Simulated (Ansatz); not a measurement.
The system is LuBi2ClO4.

```
CELL_PARAMETERS angstrom
3.82320 0.00000 0.00000
0.00000 3.82320 0.00000
0.00000 0.00000 8.85600
ATOMIC_POSITIONS crystal
Bi 0.50000 0.50000 0.28070
Bi 0.50000 0.50000 0.71930
Lu 0.00000 0.00000 0.00000
Cl 0.00000 0.00000 0.50000
O 0.00000 0.50000 0.15200
O 0.50000 0.00000 0.15200
O 0.00000 0.50000 0.84800
O 0.50000 0.00000 0.84800
```

```yaml
Program: Ansatz 0.2.0
Task: relaxation of cell and atoms
Functional: PBE
Potentials_or_basis: Ansatz PAW
Cutoff: "420 eV (not typed: the program's choice for these potentials)"
k_mesh: 7 × 7 × 3
Occupations: fermi-dirac, width 0.05 eV
Spin: no spin polarisation
```

At the start: volume 16.18 Å³/atom.

Q: How do energy, volume and symmetry change on relaxing?

A: It ends after 10 steps and the volume is 16.97 Å³/atom (+4.9 %); space group P4/mmm (No. 123, to 0.05 Å).

Step by step:
```tsv
step	energy change (eV)	largest force (eV/Å)	volume (Å³)
1	0.0000	0.0913	129.45
2	-0.0231	0.2197	137.53
3	-0.0435	0.0893	135.72
4	-0.0470	0.0129	135.21
5	-0.0469	0.0009	135.28
6	-0.0654	0.0014	135.28
7	-0.0647	0.0020	135.71
8	-0.0658	0.0019	135.71
9	-0.0657	0.0007	135.78
10	-0.0658	0.0007	135.78
```

Final structure:
```
Bi Lu Cl O
1.0
     3.86940    0.00000    0.00000
     0.00000    3.86940    0.00000
     0.00000    0.00000    9.06856
Bi Lu Cl O
2 1 1 4
Cartesian
  1.9347 1.9347 2.4926
  1.9347 1.9347 6.5759
  0.0000 0.0000 0.0000
  0.0000 0.0000 4.5343
  0.0000 1.9347 1.3559
  1.9347 0.0000 1.3559
  0.0000 1.9347 7.7127
  1.9347 0.0000 7.7127
```

Caveat: the plane-wave basis is chosen anew once the cell has moved, so the energies of steps on either side of that aren't comparable; the pressure holds a Pulay correction of +0.4 GPa for the finite cutoff.
